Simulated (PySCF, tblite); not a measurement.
# C5H7BCl2: geometry, infrared bands and NMR shifts

Aim: predict the infrared bands and NMR shifts of C5H7BCl2 (`ClB(Cl)[C@@H]1[C@@H]2CC[C@@H]21`).

The runs use tblite 0.8.0 and PySCF 2.14.0, with density-fitted response routines of our own; the level of theory stands in each step. All values are computed, except where a source is named. Atoms are numbered from 0 throughout.

## (1) The molecule as given

15 atoms, charge 0, multiplicity 1; geometry from: force field or distance geometry start.

Bonds of the start (Å): Cl0–B1 1.84, B1–Cl2 1.84, B1–C3 1.60, C3–C4 1.50, C4–C5 1.50, C5–C6 1.53, C6–C7 1.51, C7–C3 1.49, C7–C4 1.50, C3–H8 1.11, C4–H9 1.09, C5–H10 1.11, C5–H11 1.10, C6–H12 1.10, C6–H13 1.10, C7–H14 1.09.

## (2) Relaxing the molecule with GFN2-xTB

The job: settings as JSON, then the geometry in Å.

```
{"job": {"kind": "relax", "xc": "GFN2-xTB", "basis": "xTB"}, "charge": 0, "multiplicity": 1}
Cl     2.673600    -0.908900    -1.446400
B      1.709700     0.249400    -0.396700
Cl     2.133100     2.039500    -0.516200
C      0.904700    -0.314300     0.859800
C     -0.351700    -1.030500     0.466000
C     -0.947700    -0.535700    -0.820100
C     -1.018200     0.880600    -0.255000
C     -0.418600     0.360200     1.027000
H      1.456300    -0.726700     1.730300
H     -0.737400    -1.900800     1.002300
H     -0.181200    -0.569800    -1.626700
H     -1.933200    -0.925100    -1.109800
H     -0.383200     1.570300    -0.837700
H     -2.047300     1.242700    -0.101300
H     -0.863400     0.577000     2.002700
```

Command:

```
OMP_NUM_THREADS=1 python probes_run.py task.json out
```

The driver reads the jobs from task.json and runs them one after another.

**Question.** This job is followed by: GFN2-xTB harmonic vibrations, gas phase; GIAO PBE0/pcSseg-1 NMR shielding, non-relativistic, gas phase. Predict these results of the whole session: strongest single infrared mode (GFN2-xTB); zero-point energy (GFN2-xTB); ¹³C shifts against TMS (PBE0/pcSseg-1, means over atoms taken as alike); ¹H shifts against TMS (PBE0/pcSseg-1, means over atoms taken as alike); ³⁵Cl shifts against HCl (PBE0/pcSseg-1, means over atoms taken as alike); ¹¹B shifts against BF3·OEt2 (PBE0/pcSseg-1).

**Answer**, as computed:

| quantity | value |
| --- | --- |
| strongest single infrared mode (GFN2-xTB) | 768 cm⁻¹, 80 km/mol |
| zero-point energy (GFN2-xTB) | 69.6 kcal/mol |
| ¹³C shifts against TMS (PBE0/pcSseg-1, means over atoms taken as alike) | 25.6, 23.5, 23.0 ppm |
| ¹H shifts against TMS (PBE0/pcSseg-1, means over atoms taken as alike) | 2.10, 1.89, 1.48, 0.30 ppm |
| ³⁵Cl shifts against HCl (PBE0/pcSseg-1, means over atoms taken as alike) | 306 ppm |
| ¹¹B shifts against BF3·OEt2 (PBE0/pcSseg-1) | 63.3 ppm |

Relaxing lowered the energy by 0.781 eV in 35 steps; the close pair that moved most is B1–Cl2, from 1.843 to 1.720 Å. The lowest mode is imaginary (22i cm⁻¹), so the xTB geometry is not a minimum. The strongest single mode, at 768 cm⁻¹, is spread over many atoms; the largest shares are those of B1. GFN2-xTB is a fitted tight-binding method: band positions and strengths are rough. Its intensities can rank the bands wrongly. At PBE0/pcSseg-1: Shielding is most anisotropic at Cl0, Cl2 (span 564 ppm, paramagnetic term -503 ppm).
